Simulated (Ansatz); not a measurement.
**Nb started on a Zn site in wurtzite ZnO, 16 atoms, charge +1**

Which settings matter for this cell? A base run comes first, then runs with one to three settings changed.

All numbers are computed with Ansatz 0.2.0 (PAW, plane waves).

## Step 1: The starting cell

16 atoms (7 Zn, 1 Nb, 8 O); a = 6.460 Å, b = 5.594 Å, c = 5.215 Å, α = 90.00°, β = 90.00°, γ = 90.00°. All atoms were shaken off their sites by about 0.10 Å along each axis. Defect site 1: (0.500, 0.667, 0.499).

## Step 2: Single point with PBEsol

in.yaml

```yaml
crystal:
  lattice:
    - [6.459848, 0.000000, 0.000000]
    - [0.000000, 5.594393, 0.000000]
    - [0.000000, 0.000000, 5.214519]
  atoms:
    - { symbol: Zn, position: [0.241624, 0.164570, 0.522289] }
    - { symbol: Zn, position: [0.988209, 0.646329, 0.492234] }
    - { symbol: Zn, position: [0.759250, 0.138228, 0.503466] }
    - { symbol: Zn, position: [0.008648, 0.335542, 0.017589] }
    - { symbol: Zn, position: [0.480574, 0.333377, 0.986809] }
    - { symbol: Zn, position: [0.261539, 0.829454, 0.981736] }
    - { symbol: Zn, position: [0.764166, 0.838138, 0.994026] }
    - { symbol: Nb, position: [0.499093, 0.680033, 0.457180] }
    - { symbol: O, position: [0.015485, 0.325664, 0.368422] }
    - { symbol: O, position: [0.509841, 0.341507, 0.377158] }
    - { symbol: O, position: [0.270782, 0.876289, 0.391899] }
    - { symbol: O, position: [0.754574, 0.856463, 0.368460] }
    - { symbol: O, position: [0.251978, 0.216053, 0.853935] }
    - { symbol: O, position: [0.017302, 0.649368, 0.875078] }
    - { symbol: O, position: [0.706942, 0.140169, 0.850737] }
    - { symbol: O, position: [0.489803, 0.649448, 0.891591] }
kpoints:
  mp_grid: { grid: [2, 2, 2], shift: [0.5, 0.5, 0.5] }
hamiltonian:
  xc: pbesol
total_charge: 1
scf:
  occupations: { method: fermi_dirac, width: 0.01 }
output:
  forces: true
  eigenvalues: true
  populations: true
  charged_corrections: { epsilon: 8.3 }
```

Started as:

```console
$ ansatz run in.yaml --threads 7 --pin off --max-ram 13300MiB --runs-dir r --events-out ev --progress --plain
```

## Step 3: Changed settings: dispersion D4, density threshold 1e-09 eV

Edit in.yaml of step 2 so:

```diff
@@ -26,2 +26,3 @@
   xc: pbesol
+  dispersion: d4
 total_charge: 1
@@ -29,2 +30,4 @@
   occupations: { method: fermi_dirac, width: 0.01 }
+  max_iter: 70
+  convergence: { dr2_threshold: 1e-09 }
 output:
@@ -32,3 +35,2 @@
   eigenvalues: true
-  populations: true
-  charged_corrections: { epsilon: 8.3 }
+  stress: true
```

## Step 4: Changed settings: density threshold 1e-12 eV

Edit in.yaml of step 3 so:

```diff
@@ -26,3 +26,2 @@
   xc: pbesol
-  dispersion: d4
 total_charge: 1
@@ -30,4 +29,4 @@
   occupations: { method: fermi_dirac, width: 0.01 }
-  max_iter: 70
-  convergence: { dr2_threshold: 1e-09 }
+  max_iter: 80
+  convergence: { dr2_threshold: 1e-12 }
 output:
```

## Step 5: Variant: density cutoff ratio 8, density threshold 1e-12 eV

Edit in.yaml of step 4 so:

```diff
@@ -24,2 +24,3 @@
   mp_grid: { grid: [2, 2, 2], shift: [0.5, 0.5, 0.5] }
+basis: { ecutrho_ratio: 8 }
 hamiltonian:
```

## Step 6: Changed settings: occupations Fermi–Dirac, charge changed by 2

Edit in.yaml of step 5 so:

```diff
@@ -24,10 +24,8 @@
   mp_grid: { grid: [2, 2, 2], shift: [0.5, 0.5, 0.5] }
-basis: { ecutrho_ratio: 8 }
 hamiltonian:
   xc: pbesol
-total_charge: 1
+total_charge: 3
 scf:
   occupations: { method: fermi_dirac, width: 0.01 }
-  max_iter: 80
-  convergence: { dr2_threshold: 1e-12 }
+  max_iter: 90
 output:
```

## Step 7: Changed settings: starting moment 2 μB, density cutoff ratio 6

Edit in.yaml of step 6 so:

```diff
@@ -24,8 +24,12 @@
   mp_grid: { grid: [2, 2, 2], shift: [0.5, 0.5, 0.5] }
+basis: { ecutrho_ratio: 6 }
 hamiltonian:
   xc: pbesol
-total_charge: 3
+total_charge: 1
+magnetization:
+  spin_polarized: true
+  initial_magnetization: 2
 scf:
   occupations: { method: fermi_dirac, width: 0.01 }
-  max_iter: 90
+  max_iter: 50
 output:
```

Before running it: what results should come out? Wanted: for each run, settings; status; energy from base; forces from base.

**Answer**, as computed:

| settings | status | cycles | time | energy from base (meV/atom) | forces from base (eV/Å rms) | filled to empty level on the mesh (eV) |
| --- | --- | --- | --- | --- | --- | --- |
| base | converged | 14 | 2.1 s (7 CPU threads) | 0 | 0 | none |
| dispersion D4, density threshold 1e-09 eV | converged | 16 | 2.2 s (7 CPU threads) | - | 0.007 | - |
| density threshold 1e-12 eV | converged | 22 | 2.6 s (7 CPU threads) | 0.0 | 0.000 | - |
| density cutoff ratio 8, density threshold 1e-12 eV | converged | 22 | 2.9 s (7 CPU threads) | 0.0 | 0.000 | - |
| occupations Fermi–Dirac, charge changed by 2 | converged | 12 | 1.8 s (7 CPU threads) | - | 0.531 | 1.18 |
| starting moment 2 μB, density cutoff ratio 6 | converged | 16 | 5.2 s (7 CPU threads) | -16.1 | 0.165 | 0.11 |

The base run shows no spacing between filled and empty levels on this coarse mesh with displaced atoms and smearing, so occupations can shift between runs, and part of each change may come from that and not from the setting itself.

**Reading.** Among these variants the forces move most with occupations Fermi–Dirac, charge changed by 2 (0.531 eV/Å rms).
